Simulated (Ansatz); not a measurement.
# AlAsCl3H3: small, medium and large basis sets

The task here is to estimate one member of a computed series from the others.

The runs use Ansatz 0.2.0, Gaussian basis; one geometry, several basis sets.

Levels to be run: PBE0-D4/def2-SVP; ωB97M-V/def2-SVP; PBE0-D4/def2-QZVPP; ωB97M-V/def2-QZVPP; the functionals' def2-TZVPP values are taken from earlier runs.

## Structure used throughout

An earlier PBE0-D4 in a triple-zeta def2 set relaxation fixed the geometry.

SMILES `[Cl][Al-]([Cl])([Cl])[AsH3+]`, 8 atoms, charge 0, spin multiplicity 1.

Atoms are counted from 1 here; the program's logs count them from 0.

Bond lengths: Cl1–Al2 2.104 Å, Al2–Cl3 2.104 Å, Al2–Cl4 2.104 Å, Al2–As5 2.579 Å, As5–H6 1.503 Å, As5–H7 1.503 Å, As5–H8 1.503 Å. Angles: Cl1–Al2–Cl3 117.3°, Cl1–Al2–Cl4 117.3°, Cl1–Al2–As5 99.6°, Cl3–Al2–Cl4 117.3°, Cl3–Al2–As5 99.6°, Cl4–Al2–As5 99.6°, Al2–As5–H6 118.3°, Al2–As5–H7 118.4°, Al2–As5–H8 118.4°, H6–As5–H7 99.3°, H6–As5–H8 99.3°, H7–As5–H8 99.3°.

Set-up of the first run:

in.yaml reads:

```yaml
crystal:
  periodic: [false, false, false]
  atoms:
    - {symbol: Cl, position_ang: [-0.039856, -1.744242, 2.099364]}
    - {symbol: Al, position_ang: [0.442613, -1.362598, 0.087511]}
    - {symbol: Cl, position_ang: [2.477725, -1.118290, -0.386254]}
    - {symbol: Cl, position_ang: [-0.792094, -2.226333, -1.380611]}
    - {symbol: As, position_ang: [-0.337002, 1.089417, -0.083516]}
    - {symbol: H, position_ang: [-1.784003, 1.398353, 0.182815]}
    - {symbol: H, position_ang: [0.299450, 2.106020, 0.822933]}
    - {symbol: H, position_ang: [-0.174632, 1.800471, -1.398142]}
basis:
  gaussian: {orbitals: def2-SVP}
hamiltonian: {xc: pbe0, dispersion: d4}
output: {orbitals: {seedname: orbitals}}
```

Run with:

```
$ ansatz run in.yaml --threads 4 --pin off --events-out ev --progress --plain --max-ram 10444MiB
```

Steps of the session up to this table: PBE0-D4 in def2-SVP; ωB97M-V in def2-SVP; PBE0-D4 in def2-QZVPP; ωB97M-V in def2-QZVPP.

One of the session's tables, all rows but one given; the rest of the session is left out.

| functional | basis | HOMO (eV) |
| --- | --- | --- |
| PBE0-D4 | def2-SVP | -8.48 |
| PBE0-D4 | def2-TZVPP | ? |
| PBE0-D4 | def2-QZVPP | -8.71 |
| ωB97M-V | def2-SVP | -10.66 |
| ωB97M-V | def2-TZVPP | -10.92 |
| ωB97M-V | def2-QZVPP | -10.99 |

**Question.** Estimate the row for PBE0-D4, def2-TZVPP.

The run gave: HOMO (eV): -8.66. In the column «HOMO (eV)» it lies between PBE0-D4, def2-QZVPP (-8.71) and PBE0-D4, def2-SVP (-8.48).
